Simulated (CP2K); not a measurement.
**C2H8SeSi (SMILES C[Se]C[SiH3]), run twice**

Wanted: energy and forces of C2H8SeSi, PM6.

The calculation is run with CP2K 2026.2.

5 further runs of the same task are left out: 2 that didn't finish, 3 set aside as unsound or not needed.

## Step 1: The structure to begin with

C2H8SeSi: 12 atoms, total charge 0, spin state singlet. SMILES: `C[Se]C[SiH3]`. The shape comes from a force field and isn't a relaxed structure. This is one conformer, not always the lowest.

Bond lengths: C1–Se2 1.882 Å, Se2–C3 1.966 Å, C3–Si4 1.902 Å, C1–H5 1.114 Å, C1–H6 1.146 Å, C1–H7 1.123 Å, C3–H8 1.122 Å, C3–H9 1.084 Å, Si4–H10 1.492 Å, Si4–H11 1.513 Å, Si4–H12 1.413 Å. Some angles: C1–Se2–C3 91.7°, Se2–C3–Si4 106.3°, Se2–C1–H5 112.9°, Se2–C1–H6 112.7°, Se2–C1–H7 112.8°, Se2–C3–H8 107.2°, Se2–C3–H9 107.4°, Si4–C3–H8 107.2°, Si4–C3–H9 112.2°, C3–Si4–H10 106.1°.

## Step 2: The input as first written

job.inp reads:

```
&FORCE_EVAL
   METHOD Quickstep
   &DFT
      CHARGE 1
      &QS
         METHOD PM6
         EPS_DEFAULT 1.0E-10
         &SE
            &COULOMB
               CUTOFF [angstrom] 50
               RC_RANGE [angstrom] 0
            &END
            &EXCHANGE
               CUTOFF [angstrom] 50
               RC_RANGE [angstrom] 0
            &END
         &END
      &END
      &POISSON
         PERIODIC NONE
         POISSON_SOLVER ANALYTIC
      &END
      &SCF
         SCF_GUESS ATOMIC
         EPS_SCF 1.0E-06
         MAX_SCF 50
         &OT
            MINIMIZER DIIS
            PRECONDITIONER FULL_SINGLE_INVERSE
         &END
         &OUTER_SCF
            EPS_SCF 1.0E-06
            MAX_SCF 10
         &END
      &END
      &PRINT
         &MOMENTS
            PERIODIC F
            REFERENCE COM
            MAX_MOMENT 1
         &END
         &MO_CUBES
            NLUMO 3
            NHOMO -1
            WRITE_CUBE F
         &END
         &HIRSHFELD OFF
         &END
      &END
   &END
   &SUBSYS
      &CELL
         ABC 11.4 14.2 10.6
         PERIODIC NONE
      &END
      &COORD
         C     -0.315200     2.242900     0.385700
         Se     0.681700     0.757600     0.971100
         C     -0.204800    -0.423900    -0.326300
         Si     0.609400    -2.132300    -0.137500
         H     -0.075200     3.174200     0.947800
         H     -1.444400     2.099700     0.521100
         H     -0.138700     2.485600    -0.696300
         H      0.052500    -0.044000    -1.350500
         H     -1.260500    -0.443500    -0.079200
         H     -0.109000    -3.038500    -1.079600
         H      0.279000    -2.634900     1.250700
         H      2.002100    -2.098000    -0.373000
      &END
      &TOPOLOGY
         &CENTER_COORDINATES
         &END
      &END
   &END
   &PRINT
      &FORCES ON
      &END
   &END
&END
&GLOBAL
   PROJECT job
   RUN_TYPE ENERGY_FORCE
   PRINT_LEVEL MEDIUM
&END
```

Command:

```console
OMP_NUM_THREADS=1 cp2k.psmp -i job.inp > job.out 2>&1
```

Output:

```text
CP2K| version string:                                       CP2K version 2026.2
 CP2K| Input file name                                                   job.inp

[... 49 lines left out ...]
 ===== Routine Calling Stack =====

            2 qs_init_subsys
            1 CP2K

Program received signal SIGABRT: Process abort signal.

Backtrace for this error:
#0  0x57cfbd8af957 in ???
#1  0x57cfde164cac in __pthread_kill_implementation
#2  0x57cfde10bfb7 in raise
#3  0x57cfde0f5d37 in abort
#4  0x57cfbdf82d83 in ???
#5  0x57cfbdf84297 in ???
#6  0x57cfbdf84497 in ???
#7  0x57cfbdb52323 in ???
#8  0x57cfbdb55af3 in ???
#9  0x57cfbd95546f in ???
#10  0x57cfbe236783 in ???
#11  0x57cfbe239d0b in ???
#12  0x57cfbd950db3 in ???
#13  0x57cfbd94ef13 in ???
#14  0x57cfde0f6573 in __libc_start_call_main
#15  0x57cfde0f6657 in __libc_start_main_impl
#16  0x57cfbd94f06f in ???
#17  0xffffffffffffffff in ???
```

Wall time 0.18 s (1 thread of Arm Neoverse V2, shared host).

## Step 3: Reading the log

The job broke off with an error.

The telling line is `\___/            Use the LSD option for an odd number of electrons`. The fault: the electron count doesn't fit the spin or reference typed: an even count needs an odd multiplicity, an odd count an even one. To mend it: charge 0 in place of 1. That is the species meant; for the charge typed, the multiplicity would have to change.

## Step 4: The mended input

mol.inp reads:

```
&GLOBAL
   PROJECT mol
   RUN_TYPE ENERGY_FORCE
   PRINT_LEVEL MEDIUM
&END GLOBAL

&FORCE_EVAL
   METHOD QUICKSTEP
   &DFT
      &QS
         METHOD PM6
         EPS_DEFAULT 1.0E-10
         &SE
            &COULOMB
               CUTOFF [angstrom] 50
               RC_RANGE [angstrom] 0
            &END COULOMB
            &EXCHANGE
               CUTOFF [angstrom] 50
               RC_RANGE [angstrom] 0
            &END EXCHANGE
         &END SE
      &END QS
      &POISSON
         PERIODIC NONE
         POISSON_SOLVER ANALYTIC
      &END POISSON
      &SCF
         SCF_GUESS ATOMIC
         EPS_SCF 1.0E-06
         MAX_SCF 50
         &OT
            MINIMIZER DIIS
            PRECONDITIONER FULL_SINGLE_INVERSE
         &END OT
         &OUTER_SCF
            EPS_SCF 1.0E-06
            MAX_SCF 10
         &END OUTER_SCF
      &END SCF
      &PRINT
         &MOMENTS
            PERIODIC F
            REFERENCE COM
            MAX_MOMENT 1
         &END MOMENTS
         &MO_CUBES
            NLUMO 3
            NHOMO -1
            WRITE_CUBE F
         &END MO_CUBES
         &HIRSHFELD OFF
         &END HIRSHFELD
      &END PRINT
   &END DFT
   &SUBSYS
      &CELL
         ABC 11.4 14.2 10.6
         PERIODIC NONE
      &END CELL
      &COORD
         C     -0.315200     2.242900     0.385700
         Se     0.681700     0.757600     0.971100
         C     -0.204800    -0.423900    -0.326300
         Si     0.609400    -2.132300    -0.137500
         H     -0.075200     3.174200     0.947800
         H     -1.444400     2.099700     0.521100
         H     -0.138700     2.485600    -0.696300
         H      0.052500    -0.044000    -1.350500
         H     -1.260500    -0.443500    -0.079200
         H     -0.109000    -3.038500    -1.079600
         H      0.279000    -2.634900     1.250700
         H      2.002100    -2.098000    -0.373000
      &END COORD
      &TOPOLOGY
         &CENTER_COORDINATES
         &END CENTER_COORDINATES
      &END TOPOLOGY
   &END SUBSYS
   &PRINT
      &FORCES ON
      &END FORCES
   &END PRINT
&END FORCE_EVAL
```

Command:

```console
OMP_NUM_THREADS=1 cp2k.psmp -i mol.inp -o mol.out
```

Output (excerpt; [...] marks lines left out):

```text
CP2K| version string:                                       CP2K version 2026.2
[...]
 GLOBAL| Method name                                                        CP2K
[...]
 GLOBAL| Run type                                                   ENERGY_FORCE
[...]
                             - Atoms:                                         12
[...]
                             - Spherical basis functions:                     29
[...]
 Number of electrons:                                                         26
[...]
     1 OT DIIS     0.80E-01    0.0     0.23832068       -16.0663327914 -1.61E+01
[...]
    12 OT DIIS     0.80E-01    0.0     0.00000081       -20.8682588450 -5.57E-10
  *** SCF run converged in    12 steps ***
  Core-core repulsion energy [eV]:                           1430.50802905488695
  Core Hamiltonian energy [eV]:                              -862.97505694961239
  Two-electron integral energy [eV]:                        -2270.77434791140786
  Electronic energy [eV]:                                   -1998.36223090531644
  Total energy [eV]:                                         -567.85420185042938
  Atomic reference energy [eV]:                               568.03219697300449
  Heat of formation [kcal/mol]:                                 4.10466536319875
[...]
 SE_DIPOLE| Moment [Debye]          0.67261392      -0.53534845       0.97461887
 SE_DIPOLE| Derivative [a.u.]       0.00000000       0.00000000       0.00000000
 *** WARNING in qs_scf_post_se.F:140 :: Printing of MO cube files not ***
 *** implemented for Semi-Empirical method.                           ***
 ENERGY| Total FORCE_EVAL ( QS ) energy [hartree]            -20.868258845073267
[...]
```

It took 0.58 s on 1 thread of Arm Neoverse V2, shared host.

## Step 5: Results

At PM6:

```
                                 quantity         value
                             total energy  -20.86826 Eh
                            dipole moment        1.30 D
heat of formation at this unrelaxed shape  4.1 kcal/mol
                 largest force on an atom    2.458 eV/Å
```

**Reading.** The largest force is 2.46 eV/Å: the shape isn't a stationary point for this species at this level.
